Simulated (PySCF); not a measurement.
# C7H10F2: the cost of one run

Computed with PySCF 2.14.0 and routines of our own; the level stands in each step. Atoms count from 0.

### 1 The starting structure

19 atoms, charge 0, multiplicity 3; geometry from: GFN2-xTB.

### 2 Open-shell or spin-flip excitations: unrestricted TDDFT PBE0/def2-SVP

The job: settings as JSON, then the geometry in Å.

```
{"job": {"kind": "uabs", "xc": "PBE0", "basis": "def2-SVP", "nstates": 10, "tda": false}, "charge": 0, "multiplicity": 3}
C      2.112668    -0.018389     1.825355
C      0.959549    -0.115696     1.086712
C      0.849164     0.235024    -0.251178
C     -0.375470     0.166347    -1.025309
C     -0.521298    -0.888670    -2.067920
C     -1.321006     1.317828    -1.012444
C     -0.296339    -0.589019     1.781341
F     -0.846869     0.410669     2.525710
F     -0.047526    -1.599534     2.650026
H      2.126077    -0.277963     2.867463
H      3.028611     0.316039     1.374303
H      1.752254     0.594907    -0.738928
H     -0.071663    -0.572539    -3.017381
H     -0.022757    -1.807706    -1.763543
H     -1.572810    -1.097498    -2.260953
H     -2.336230     0.982377    -1.224300
H     -1.059127     2.059827    -1.777460
H     -1.302027     1.822279    -0.047932
H     -1.065003    -0.929030     1.068976
```

With the program's defaults for keys left out, this is: unrestricted TDDFT PBE0/def2-SVP, vertical, gas phase, core orbitals frozen in the response.

Run with:

```console
OMP_NUM_THREADS=1 python excited_run.py task.json out
```

One launch serves the whole session: the jobs run in the order shown.

**Question.** How long does this first job take on 1 thread of Intel Xeon at 2.50GHz, shared host, and how much memory does it need?

About 4.4 min, with a peak of 0.72 GiB.
